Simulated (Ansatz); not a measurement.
# SnH3O− (SMILES [O-][SnH3]): single points off equilibrium

An exercise on one series of results from a longer session: the logs are not shown, and one member is left open.

Method: single points in def2-TZVPPD; program: Ansatz 0.2.0, Gaussian basis.

Cores are frozen in the correlated methods. Filled d shells of the heavier atoms are correlated. Core potentials replace the inner electrons past krypton, and spin-orbit coupling is left out. B3LYP uses VWN-RPA correlation.

## The starting structure

SMILES `[O-][SnH3]`, 5 atoms, charge -1, spin multiplicity 1.

Atoms are counted from 1 here; the program's logs count them from 0.

Bond lengths: O1–Sn2 1.750 Å, Sn2–H3 1.681 Å, Sn2–H4 1.736 Å, Sn2–H5 1.704 Å. Angles: O1–Sn2–H3 115.0°, O1–Sn2–H4 116.5°, O1–Sn2–H5 116.8°, H3–Sn2–H4 98.6°, H3–Sn2–H5 101.8°, H4–Sn2–H5 105.6°.

Geometry (Å):

```xyz
5

O    -0.6935    0.2381    1.6972
Sn   -0.0034    0.0388    0.1015
H    -0.9831    0.5505   -1.1646
H     0.2730   -1.5916   -0.4254
H     1.4464    0.8747   -0.2185
```

Set-up of the first run:

File run/in.yaml:

```yaml
crystal:
  periodic: [false, false, false]
  atoms:
    - {symbol: O, position_ang: [-0.693500, 0.238100, 1.697200]}
    - {symbol: Sn, position_ang: [-0.003400, 0.038800, 0.101500]}
    - {symbol: H, position_ang: [-0.983100, 0.550500, -1.164600]}
    - {symbol: H, position_ang: [0.273000, -1.591600, -0.425400]}
    - {symbol: H, position_ang: [1.446400, 0.874700, -0.218500]}
basis:
  gaussian: {orbitals: "def2-TZVPPD.json"}
total_charge: -1
correlation: {method: ccsd_t}
output: {forces: true}
```

The basis file named in the input lies beside it (Basis Set Exchange, JSON).

The command line of these runs was not kept.

Among the steps run: CCSD(T)/def2-TZVPPD; PBE0-D4/def2-TZVPPD; wB97M-V/def2-TZVPPD; r2SCAN-D4/def2-TZVPPD; PBE-D4/def2-TZVPPD; B3LYP-D4/def2-TZVPPD; HSE06-D4/def2-TZVPPD.

One of the session's tables, all rows but one given; the rest of the session is left out.

| method | RMS force component (eV/Å) | angle to CCSD(T) forces (°) |
| --- | --- | --- |
| CCSD(T) | 2.025 | reference |
| PBE0-D4 | 1.862 | 3.4 |
| wB97M-V | ? | ? |
| r2SCAN-D4 | 1.935 | 3.1 |
| PBE-D4 | 2.084 | 4.5 |
| B3LYP-D4 | 2.013 | 3.3 |
| HSE06-D4 | 1.861 | 3.5 |

**Question.** Estimate the row for wB97M-V.

The run gave: RMS force component (eV/Å): 1.918; angle to CCSD(T) forces (°): 1.5. In the column «RMS force component (eV/Å)» it lies between PBE0-D4 (1.862) and r2SCAN-D4 (1.935).
